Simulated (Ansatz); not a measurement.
**SnO: a single-point run**

Wanted: a converged single-point run for SnO, and a check of what comes out. The structure is shown as the input types it. The cell is built on a prototype (NiAs type) and needn't be the phase found in nature.

Program: Ansatz 0.2.0. Level of theory: density functional or hybrid calculation with the settings of its input, plane waves (as first typed). These are calculated values, not measurements.

### Step 1. The structure to begin with

Symmetry: P6_3/mmc, No. 194, hexagonal system. Conventional cell: a = 3.423 Å, b = 3.423 Å, c = 6.418 Å, α = 90.00°, β = 90.00°, γ = 120.00°. Sn (site symmetry -3m) is surrounded by 6 O at 2.55 Å. Around O (site symmetry -6m2) lie 6 Sn at 2.55 Å.

The input asks for a charge of -2 e on the cell.

As a file:

```xyz
4
Lattice="3.4233 0.0000 0.0000 -1.7116 2.9646 0.0000 0.0000 0.0000 6.4180" Properties=species:S:1:pos:R:3 pbc="T T T"
Sn    0.0000    0.0000    0.0000
Sn    0.0000    0.0000    3.2090
O     0.0000    1.9764    1.6045
O     1.7116    0.9882    4.8135
```

### Step 2. Running it

File input.yaml:

```yaml
crystal:
  lattice:
    - [3.4232701772, 0.0, 0.0]
    - [-1.7116350886, 2.9646389374, 0.0]
    - [0.0, 0.0, 6.417955429]
  atoms:
    - { symbol: Sn, position: [0.0, 0.0, 0.0] }
    - { symbol: Sn, position: [0.0, 0.0, 0.5] }
    - { symbol: O, position: [0.3333333333, 0.6666666667, 0.25] }
    - { symbol: O, position: [0.6666666667, 0.3333333333, 0.75] }
kpoints:
  mp_grid: { grid: [6, 6, 4] }
hamiltonian:
  xc: r2scan
scf:
  occupations: { method: fermi_dirac, width: 0.02 }
  n_extra_bands: 5
  max_iter: 97
output:
  forces: true
  stress: true
  eigenvalues: true
total_charge: -2
```

Launch:

```console
$ ansatz run input.yaml --threads 4 --pin off --max-ram 3686MiB --backend cpu --events-out ev --progress --plain --runs-dir out
```

Q: Will this input give a usable result? If not, why, and what should change?

This run ends as converged. That alone doesn't make the input a sound one.

Look at the input: total_charge is -2. With this charge the calculation describes a differently charged system.

Run again and compare: delete total_charge (the default then holds).
